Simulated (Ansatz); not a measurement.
Working through a relaxation of cell and ions of Mo, space group P6/mmm

Computed with the Python package of Ansatz (0.2.0).

Contents of `mo.cif`:
```cif
data_Mo
_cell_length_a 2.735510
_cell_length_b 2.735510
_cell_length_c 2.555181
_cell_angle_alpha 90.00000
_cell_angle_beta 90.00000
_cell_angle_gamma 120.00000
_symmetry_space_group_name_H-M 'P 1'
_symmetry_Int_Tables_number 1
loop_
_symmetry_equiv_pos_as_xyz
'x, y, z'
loop_
_atom_site_label
_atom_site_type_symbol
_atom_site_fract_x
_atom_site_fract_y
_atom_site_fract_z
Mo1 Mo    0.000000    0.000000    0.500000
```

The cells in order, each with its output:

```python
from pathlib import Path
import warnings

import ansatz as az
from ase import Atoms
from ase.data import atomic_numbers
from ase.io import read
from ase.io import write
import numpy as np
import spglib
```

```python
def edges_and_angles(cell):
    cell = np.asarray(cell)
    a, b, c = np.linalg.norm(cell, axis=1)
    cosines = cell[1] @ cell[2] / (b * c), cell[0] @ cell[2] / (a * c), cell[0] @ cell[1] / (a * b)
    return (a, b, c, *np.degrees(np.arccos(cosines)))
```

```python
warnings.simplefilter("ignore", az.DeckWarning)
```

```python
atoms = read("mo.cif")
system = az.Crystal.from_ase(atoms)

system.resolved().sites[-1]
```

    Site(symbol='Mo', position=(0.0, 0.0, 0.5), moment=None, axis=None, held=None, saved=None)

```python
# edges free, angles fixed
calc = (
    system.calculation()
    .occupations("Methfessel-Paxton", width=0.1)
    .functional(az.Functional.R2SCAN)
    .kpoints(length=26)
    .relax(force_tolerance=0.03, max_steps=40, fix_cell=["angles"], stress_tolerance=0.05)
    .density_of_states(method="smearing", broadening_width=0.2, nscf_kmesh_spacing=0.24)  # states per eV and cell
    .band_table()  # levels at the mesh points
    .density()  # keep the density on its grid
    .potential()  # keep the local potentials
    .electron_localization_function()
    .output_files(volumetric_format="npy")
)
steps = []
```

```python
def follow(event):
    if event["event"] != "relax_step":
        return
    row = event["data"]
    steps.append(row)
    print(f"step {row['step']:3d}  E = {row['lagrangian_ev']:.5f} eV  largest force component = {row['allowed_force_max_ev_ang']:.4f} eV/A  P = {row['pressure_gpa']:.3f} GPa")
```

```python
out = calc.session().plan(threads=1).execute(on_event=follow)
summary = out.report

out.lattice.cell_ang
```

    step   1  E = -4966.67731 eV  largest force component = 0.0000 eV/A  P = -0.070 GPa
    step   2  E = -4966.68640 eV  largest force component = 0.0000 eV/A  P = -1.413 GPa
    step   3  E = -4966.68807 eV  largest force component = 0.0000 eV/A  P = 0.322 GPa
    step   4  E = -4966.68813 eV  largest force component = 0.0000 eV/A  P = -0.006 GPa
    step   5  E = -4966.68813 eV  largest force component = 0.0000 eV/A  P = -0.009 GPa
    step   6  E = -4966.68813 eV  largest force component = 0.0000 eV/A  P = -0.007 GPa
    array([[ 2.75792929e+00,  2.09040703e-18, -1.73662641e-97],
           [-1.37896464e+00,  2.38843682e+00, -5.65217426e-98],
           [-1.62214535e-97, -1.54617878e-97,  2.51129060e+00]])

```python
summary["n_kpoints"], summary["n_symmetry_ops"], summary["n_pw"]
```

    (216, 8, 405)

```python
summary["kweights"]
```

    [0.0008264462809917355, 0.001652892561983471, 0.001652892561983471, 0.001652892561983471,
     0.001652892561983471, 0.0008264462809917355, 0.003305785123966942, 0.006611570247933884,
     0.006611570247933884, 0.006611570247933884, 0.006611570247933884, 0.003305785123966942,
     0.003305785123966942, 0.006611570247933884, 0.006611570247933884, 0.006611570247933884,
     0.006611570247933884, 0.003305785123966942, 0.003305785123966942, 0.006611570247933884,
     0.006611570247933884, 0.006611570247933884, 0.006611570247933884, 0.003305785123966942,
     0.003305785123966942, 0.006611570247933884, 0.006611570247933884, 0.006611570247933884,
     0.006611570247933884, 0.003305785123966942, 0.003305785123966942, 0.006611570247933884,
     0.006611570247933884, 0.006611570247933884, 0.006611570247933884, 0.003305785123966942,
     0.001652892561983471, 0.003305785123966942, 0.003305785123966942, 0.003305785123966942,
     0.003305785123966942, 0.001652892561983471, 0.003305785123966942, 0.006611570247933884,
     0.006611570247933884, 0.006611570247933884, 0.006611570247933884, 0.003305785123966942,
     0.003305785123966942, 0.006611570247933884, 0.006611570247933884, 0.006611570247933884,
     0.006611570247933884, 0.003305785123966942, 0.003305785123966942, 0.006611570247933884,
     0.006611570247933884, 0.006611570247933884, 0.006611570247933884, 0.003305785123966942,
     0.003305785123966942, 0.006611570247933884, 0.006611570247933884, 0.006611570247933884,
     0.006611570247933884, 0.003305785123966942, 0.003305785123966942, 0.006611570247933884,
     0.006611570247933884, 0.006611570247933884, 0.006611570247933884, 0.003305785123966942,
     0.003305785123966942, 0.006611570247933884, 0.006611570247933884, 0.006611570247933884,
     0.006611570247933884, 0.003305785123966942, 0.003305785123966942, 0.006611570247933884,
     0.006611570247933884, 0.006611570247933884, 0.006611570247933884, 0.003305785123966942,
     0.003305785123966942, 0.006611570247933884, 0.006611570247933884, 0.006611570247933884,
     0.006611570247933884, 0.003305785123966942, 0.001652892561983471, 0.003305785123966942,
     0.003305785123966942, 0.003305785123966942, 0.003305785123966942, 0.001652892561983471,
     0.001652892561983471, 0.003305785123966942, 0.003305785123966942, 0.003305785123966942,
     0.003305785123966942, 0.001652892561983471, 0.003305785123966942, 0.006611570247933884,
     0.006611570247933884, 0.006611570247933884, 0.006611570247933884, 0.003305785123966942,
     0.003305785123966942, 0.006611570247933884, 0.006611570247933884, 0.006611570247933884,
     0.006611570247933884, 0.003305785123966942, 0.003305785123966942, 0.006611570247933884,
     0.006611570247933884, 0.006611570247933884, 0.006611570247933884, 0.003305785123966942,
     0.003305785123966942, 0.006611570247933884, 0.006611570247933884, 0.006611570247933884,
     0.006611570247933884, 0.003305785123966942, 0.003305785123966942, 0.006611570247933884,
     0.006611570247933884, 0.006611570247933884, 0.006611570247933884, 0.003305785123966942,
     0.003305785123966942, 0.006611570247933884, 0.006611570247933884, 0.006611570247933884,
     0.006611570247933884, 0.003305785123966942, 0.001652892561983471, 0.003305785123966942,
     0.003305785123966942, 0.003305785123966942, 0.003305785123966942, 0.001652892561983471,
     0.001652892561983471, 0.003305785123966942, 0.003305785123966942, 0.003305785123966942,
     0.003305785123966942, 0.001652892561983471, 0.003305785123966942, 0.006611570247933884,
     0.006611570247933884, 0.006611570247933884, 0.006611570247933884, 0.003305785123966942,
     0.003305785123966942, 0.006611570247933884, 0.006611570247933884, 0.006611570247933884,
     0.006611570247933884, 0.003305785123966942, 0.003305785123966942, 0.006611570247933884,
     0.006611570247933884, 0.006611570247933884, 0.006611570247933884, 0.003305785123966942,
     0.003305785123966942, 0.006611570247933884, 0.006611570247933884, 0.006611570247933884,
     0.006611570247933884, 0.003305785123966942, 0.001652892561983471, 0.003305785123966942,
     0.003305785123966942, 0.003305785123966942, 0.003305785123966942, 0.001652892561983471,
     0.001652892561983471, 0.003305785123966942, 0.003305785123966942, 0.003305785123966942,
     0.003305785123966942, 0.001652892561983471, 0.003305785123966942, 0.006611570247933884,
     0.006611570247933884, 0.006611570247933884, 0.006611570247933884, 0.003305785123966942,
     0.003305785123966942, 0.006611570247933884, 0.006611570247933884, 0.006611570247933884,
     0.006611570247933884, 0.003305785123966942, 0.001652892561983471, 0.003305785123966942,
     0.003305785123966942, 0.003305785123966942, 0.003305785123966942, 0.001652892561983471,
     0.001652892561983471, 0.003305785123966942, 0.003305785123966942, 0.003305785123966942,
     0.003305785123966942, 0.001652892561983471, 0.001652892561983471, 0.003305785123966942,
     0.003305785123966942, 0.003305785123966942, 0.003305785123966942, 0.001652892561983471]

```python
first, last = steps[0], steps[-1]
symbols = [site.symbol for site in out.lattice.sites]
print(f"energy gained {first['lagrangian_ev'] - last['lagrangian_ev']:.4f} eV in {len(steps) - 1} steps")
for label, vectors in (("before", first["cell_ang"]), ("after", out.lattice.cell_ang)):
    print(label, "a b c (A) {:.4f} {:.4f} {:.4f}  angles {:.2f} {:.2f} {:.2f}".format(*edges_and_angles(vectors)), f" V = {abs(np.linalg.det(vectors)):.3f} A^3")
print("final stress xx yy zz (GPa, compression positive):", np.round(np.diag(summary["stress_gpa"]), 3) + 0.0)

relaxed = Atoms(symbols, positions=[site.position_ang for site in out.lattice.sites], cell=out.lattice.cell_ang, pbc=True)
write("relaxed.cif", relaxed, format="cif")
```

    energy gained 0.0108 eV in 5 steps
    before a b c (A) 2.7355 2.7355 2.5552  angles 90.00 90.00 120.00  V = 16.559 A^3
    after a b c (A) 2.7579 2.7579 2.5113  angles 90.00 90.00 120.00  V = 16.542 A^3
    final stress xx yy zz (GPa, compression positive): [ 0.001  0.001 -0.024]

```python
fractions = [site.position_frac for site in out.lattice.sites]
numbers = [atomic_numbers[s] for s in symbols]
for tolerance in (1e-3, 1e-2, 1e-1):
    print(f"space group at {tolerance} A:", spglib.get_spacegroup((out.lattice.cell_ang, fractions, numbers), symprec=tolerance))

print(f"free energy      {summary['free_energy_ev']:.5f} eV")
print(f"per atom         {summary['free_energy_ev'] / len(out.lattice.sites):.5f} eV")
print(f"SCF iterations   {summary['n_iterations']}  (converged: {summary['converged']})")
```

    space group at 0.001 A: P6/mmm (191)
    space group at 0.01 A: P6/mmm (191)
    space group at 0.1 A: P6/mmm (191)
    free energy      -4966.68813 eV
    per atom         -4966.68813 eV
    SCF iterations   5  (converged: True)

```python
dos = out.density_of_states()
energy = np.asarray(dos.energies_ev) - dos.fermi_ev
top = min(levels[-1] for levels in summary["eigenvalues_ev"]) - dos.fermi_ev  # the computed bands end here
for spin, channel in enumerate(dos.channels):
    g = np.asarray(channel.g_bin_mean_per_ev)
    peak = np.where(np.abs(energy) < 8, g, 0).argmax()
    print(f"channel {spin}: g(E_F) = {np.interp(0.0, energy, g):.3f} states/eV, highest peak within 8 eV {g[peak]:.2f} at {energy[peak]:.2f} eV")
grid = np.arange(-6, min(8, top), 0.25)
columns = [grid] + [np.interp(grid, energy, ch.g_bin_mean_per_ev) for ch in dos.channels]
np.savetxt("dos_mo.dat", np.column_stack(columns), fmt="%.3f", header="E-EF (eV), states/eV by channel")

folder = Path(out.write_results("fields"))
print("densities in e/A^3, potentials in eV, ELF without unit")
for name in sorted(p.name for p in folder.glob("*.npy")):
    field = np.load(folder / name)
    print(f"{name:16s} {str(field.shape):16s} min {field.min():10.4f}  mean {field.mean():10.4f}  max {field.max():10.4f}")
```

    channel 0: g(E_F) = 1.081 states/eV, highest peak within 8 eV 1.65 at 1.75 eV
    densities in e/A^3, potentials in eV, ELF without unit
    elf.npy          (24, 24, 20)     min     0.1511  mean     0.3486  max     0.7756
    rho.npy          (24, 24, 20)     min     0.1774  mean     0.8463  max     6.5373
    v_es.npy         (24, 24, 20)     min   -74.4189  mean     7.8243  max    22.9343
    v_tot.npy        (24, 24, 20)     min  -100.1669  mean    -6.1605  max    12.7606

`dos_mo.dat`, as written:
```text
# E-EF (eV), states/eV by channel
-6.000 0.117
-5.750 0.075
-5.500 0.270
-5.250 0.445
-5.000 0.660
-4.750 1.128
-4.500 1.073
-4.250 1.235
-4.000 1.380
-3.750 1.418
-3.500 1.210
-3.250 1.230
-3.000 1.464
-2.750 1.417
-2.500 1.211
-2.250 1.077
-2.000 0.924
-1.750 0.961
-1.500 1.039
-1.250 1.252
-1.000 1.023
-0.750 0.909
-0.500 0.906
-0.250 0.833
0.000 1.081
0.250 0.994
0.500 0.861
0.750 1.154
1.000 1.243
1.250 0.920
1.500 1.338
1.750 1.652
2.000 1.380
2.250 1.114
2.500 0.735
2.750 0.991
3.000 1.042
3.250 1.140
3.500 1.071
3.750 1.095
4.000 0.670
4.250 0.618
4.500 0.414
4.750 0.475
5.000 0.339
5.250 0.280
5.500 0.495
5.750 0.467
6.000 0.357
6.250 0.112
6.500 0.205
6.750 0.288
7.000 0.126
7.250 0.232
7.500 0.430
7.750 0.150
```

`relaxed.cif`, as written:
```cif
data_image0
_chemical_formula_structural       Mo
_chemical_formula_sum              "Mo1"
_cell_length_a       2.757929286449484
_cell_length_b       2.7579292864494835
_cell_length_c       2.5112905975404605
_cell_angle_alpha    90.0
_cell_angle_beta     90.0
_cell_angle_gamma    119.99999999999999

_space_group_name_H-M_alt    "P 1"
_space_group_IT_number       1

loop_
  _space_group_symop_operation_xyz
  'x, y, z'

loop_
  _atom_site_type_symbol
  _atom_site_label
  _atom_site_symmetry_multiplicity
  _atom_site_fract_x
  _atom_site_fract_y
  _atom_site_fract_z
  _atom_site_occupancy
  Mo  Mo1       1.0  0.0  0.0  0.5  1.0000
```

Total energies depend on the potentials; only differences at equal settings carry meaning. Spin is left out of this run. For a metal this k-point mesh is coarse: on a finer one energies can move by several to tens of meV an atom and pressures by half a GPa or more, differences at one mesh by less. Energies along a relaxation are free energies. Rows at an unchanged volume are solved on a plane-wave basis chosen afresh for that cell, so the energy jumps there and such rows are no steps of the walk. The fields are valence quantities on the plane-wave grid; their values near the nuclei depend on the potentials. This isn't the structure that Mo takes at ambient conditions. The computed bands are complete only to about 8.2 eV above the Fermi level; beyond that the density of states is undercounted. The script silences the warnings on its input, which a real study should read. Run time: 38 s on 1 thread of Arm Neoverse V1 (shared host), peak memory 0.5 GiB.
